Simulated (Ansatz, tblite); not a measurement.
# [WO3F]-: one state, many levels

Aim: run the singlet of [WO3F]- at one geometry on many levels, and compare frontier levels, spin and run time.

The runs use Ansatz 0.2.0, Gaussian basis; as each input shows.

Plan: GFN1-xTB, GFN2-xTB, PBE-D4/def2-TZVPD, r2SCAN-D4/def2-TZVPD, B97M-V/def2-TZVPD, B3LYP-D4/def2-TZVPD, BHLYP-D4/def2-TZVPD, HSE06-D4/def2-TZVPD, BLYP-D4/def2-TZVPD, HF/def2-TZVPD, LDA/def2-TZVPD, PBE-D4/def2-SVPD, PBE0-D4/def2-SVPD, CCSD(T)/def2-TZVPD, RPA/def2-TZVPD.

## (1) The geometry

The singlet was relaxed beforehand with r2SCAN-D4/def2-SVPD.

5 atoms, charge -1, spin multiplicity 1.

Bond lengths: W1–O2 1.757 Å, W1–O3 1.757 Å, W1–O4 1.757 Å, W1–F5 1.924 Å. Angles: O2–W1–O3 109.1°, O2–W1–O4 109.1°, O2–W1–F5 109.8°, O3–W1–O4 109.1°, O3–W1–F5 109.8°, O4–W1–F5 109.8°.

Formally the metal is d0. W takes a core potential in the def2 sets. No spin-orbit coupling is included. The ion is computed in the gas phase, without counter-ions or solvent.

PBE0-D4/def2-TZVPD was run before; its log isn't repeated, and its numbers join the tables.

## (2) GFN1-xTB

Tight binding, by tblite at 300 K electronic temperature and without a spin-polarisation term:

```python
tblite.interface.Calculator('GFN1-xTB', numbers, positions, charge=-1, uhf=0).singlepoint()
```

Energy -599.0787 eV, HOMO -6.60 eV, LUMO -0.62 eV; 0.003 s.

## (3) GFN2-xTB

Tight binding, by tblite at 300 K electronic temperature and without a spin-polarisation term:

```python
tblite.interface.Calculator('GFN2-xTB', numbers, positions, charge=-1, uhf=0).singlepoint()
```

Energy -537.0926 eV, HOMO -5.90 eV, LUMO -1.23 eV; 0.003 s.

## (4) PBE-D4/def2-TZVPD

start.molden holds the orbitals of an earlier run on this state, given as this run's starting guess.

Contents of in.yaml:

```yaml
crystal:
  periodic: [false, false, false]
  atoms:
    - {symbol: W, position_ang: [0.012919, 0.022284, 0.009334]}
    - {symbol: O, position_ang: [0.029296, 0.013264, 1.766070]}
    - {symbol: O, position_ang: [1.667300, 0.041388, -0.581485]}
    - {symbol: O, position_ang: [-0.814586, 1.467150, -0.551030]}
    - {symbol: F, position_ang: [-0.894919, -1.544096, -0.642900]}
basis:
  gaussian: {orbitals: def2-TZVPD, initial_orbitals: start.molden}
total_charge: -1
hamiltonian: {xc: pbe, dispersion: d4}
scf: {omitted_lower_state_checks: [starts]}
output: {orbitals: {seedname: orbitals}}
```

Started as:

```bash
> ansatz run in.yaml --threads 4 --pin off --events-out ev --progress --plain --max-ram 3916MiB
```

The runs that follow: r2SCAN-D4/def2-TZVPD; B97M-V/def2-TZVPD; B3LYP-D4/def2-TZVPD; BHLYP-D4/def2-TZVPD; HSE06-D4/def2-TZVPD; BLYP-D4/def2-TZVPD; HF/def2-TZVPD; LDA/def2-TZVPD; PBE-D4/def2-SVPD; PBE0-D4/def2-SVPD; CCSD(T)/def2-TZVPD; RPA/def2-TZVPD.

Before running them: what should the planned runs give, taken together? Wanted: gap in def2-TZVPD, named functionals and Hartree-Fock, smallest and largest; correlation energy, CCSD(T)/def2-TZVPD; PBE0 total energy, smallest basis above largest.

**Answer**, as computed:

| quantity | value |
| --- | --- |
| gap in def2-TZVPD, named functionals and Hartree-Fock, smallest and largest | 4.72 eV (BLYP-D4), 12.08 eV (HF) |
| correlation energy, CCSD(T)/def2-TZVPD | -39.24 eV |
| PBE0 total energy, smallest basis above largest | 10.72 eV (def2-SVPD, def2-TZVPD) |

**Reading.** Over the named functionals and Hartree-Fock in def2-TZVPD the gap runs from 4.72 eV (BLYP-D4) to 12.08 eV (HF); exact exchange widens it.
